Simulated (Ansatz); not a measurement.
The system is Zr3S2.

```
Zr S
1.0
     2.90254    1.67578    3.48777
    -2.90254    1.67578    3.48777
     0.00000   -3.35156    3.48777
Zr S
3 2
Direct
  0.83873 0.50000 0.16127
  0.50000 0.16127 0.83873
  0.16127 0.83873 0.50000
  0.66502 0.66502 0.66502
  0.33498 0.33498 0.33498
```

The cell comes from a database or a generator and needn't be the stable form of this composition.

| Property | Result |
| --- | --- |
| Program | Ansatz 0.2.0 |
| Task | relaxation of cell and atoms |
| Functional | PBEsol |
| Potentials or basis | Ansatz PAW |
| Cutoff | 420 eV (not typed: the program's choice for these potentials) |
| k mesh | 6 × 6 × 6 |
| Occupations | fermi-dirac, width 0.05 eV |
| Spin | no spin polarisation |
| Hubbard terms | Zr d U = 2 eV |

At the start: volume 20.36 Å³/atom.

Task: How do energy, volume and symmetry change on relaxing?

Result: It ends after 5 steps and the volume is 19.85 Å³/atom (-2.5 %); space group R32 (No. 155, to 0.05 Å).

Step by step:
```
step  energy change (eV)  largest force (eV/Å)  volume (Å³)
   1              0.0000                0.1145       101.79
   2             -0.0253                0.0264        99.42
   3             -0.0257                0.0062        99.22
   4             -0.0257                0.0079        99.24
   5             -0.0254                0.0079        99.24
```

Final structure:
```
CELL_PARAMETERS angstrom
2.87505 1.65991 3.46565
-2.87505 1.65991 3.46565
0.00000 -3.31982 3.46565
ATOMIC_POSITIONS crystal
Zr 0.83829 0.50000 0.16171
Zr 0.50000 0.16171 0.83829
Zr 0.16171 0.83829 0.50000
S 0.66455 0.66455 0.66455
S 0.33545 0.33545 0.33545
```

Caveat: the plane-wave basis is chosen anew once the cell has moved, so the energies of steps on either side of that aren't comparable; U without spin polarisation on a metal has little footing; the PAW data sets come from PBE, with cores solved anew for the run's functional, which leaves a small shift of forces and pressure.
